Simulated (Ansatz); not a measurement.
# InH2+ (singlet): B3LYP, r2SCAN0, wB97M-V over a scan of the scale of all distances, def2-TZVPP

How well do these functionals follow the top wave-function level for InH2+ (singlet) over a scan of the scale of all distances?

Program: Ansatz 0.2.0, Gaussian basis. Level of theory: def2-TZVPP, all electrons in the functionals. These are calculated values, not measurements.

The runs, in order: B3LYP, r2SCAN0, wB97M-V, at 0.878; 1.000; 1.121; 1.316; 1.511; 1.742; 2.027; 2.369.

19 further runs of the same task are left out: 12 that didn't finish, 7 set aside as unsound or not needed.

### Step 1. What is computed

The geometry derives from a PBE0/def2-TZVP stationary point (not a proven minimum). All distances are scaled together. No spin-orbit coupling is included. Elements past krypton take def2 core potentials.

3 atoms, charge 1, spin multiplicity 1.

Atoms are counted from 1 here; the program's logs count them from 0.

Bond lengths: In1–H2 1.665 Å, In1–H3 1.665 Å. Angles: H2–In1–H3 180.0°.

No dispersion term is added; wB97M-V holds VV10 nonlocal correlation. B3LYP takes the VWN-RPA correlation.

The geometry shown and the zero of energy belong to the point 1.000. The yardstick, FCI, and other wave-function levels (R restricted, U unrestricted, valence and pair active spaces) come from earlier runs.

### Step 2. B3LYP, 0.878

Input file in.yaml:

```yaml
crystal:
  periodic: [false, false, false]
  atoms:
    - {symbol: In, position_ang: [0.000000, 0.000000, 0.000000]}
    - {symbol: H, position_ang: [0.000000, 0.000000, -1.462221]}
    - {symbol: H, position_ang: [0.000000, 0.000000, 1.462221]}
basis:
  gaussian: {orbitals: def2-TZVPP}
total_charge: 1
hamiltonian: {xc: {name: B3LYP}}
```

Launch:

```console
$ ansatz run in.yaml --threads 1 --pin off --events-out ev --progress --plain --max-ram 2393MiB
```

The runs that follow: B3LYP, 1.000; B3LYP, 1.121; B3LYP, 1.316; B3LYP, 1.511; B3LYP, 1.742; B3LYP, 2.027; B3LYP, 2.369; r2SCAN0, 0.878; r2SCAN0, 1.000; r2SCAN0, 1.121; r2SCAN0, 1.316; r2SCAN0, 1.511; r2SCAN0, 1.742; r2SCAN0, 2.027; r2SCAN0, 2.369; wB97M-V, 0.878; wB97M-V, 1.000; wB97M-V, 1.121; wB97M-V, 1.316; wB97M-V, 1.511; wB97M-V, 1.742; wB97M-V, 2.027; wB97M-V, 2.369.

Q: Predict the results of all the runs planned. Wanted: span of the FCI curve; largest miss, B3LYP; largest miss, r2SCAN0; largest miss, wB97M-V.

**Answer**, as computed:

| quantity | value |
| --- | --- |
| span of the FCI curve | 73.8 kcal/mol |
| largest miss, B3LYP | +4.9 kcal/mol (1.316) |
| largest miss, r2SCAN0 | +7.6 kcal/mol (1.316) |
| largest miss, wB97M-V | +12.6 kcal/mol (1.316) |

In words: Of the functionals, B3LYP keep the smallest largest miss at the points compared (at most 4.9 kcal/mol) and wB97M-V strays most (12.6 kcal/mol, at 1.316). B3LYP, r2SCAN0, wB97M-V clearly break the spin symmetry at some points (⟨S²⟩ up to 1.00 above the pure value), so energy there is bought with a mixed spin. Functionals and the yardstick converge differently with the basis, so part of each miss in def2-TZVPP is the basis.
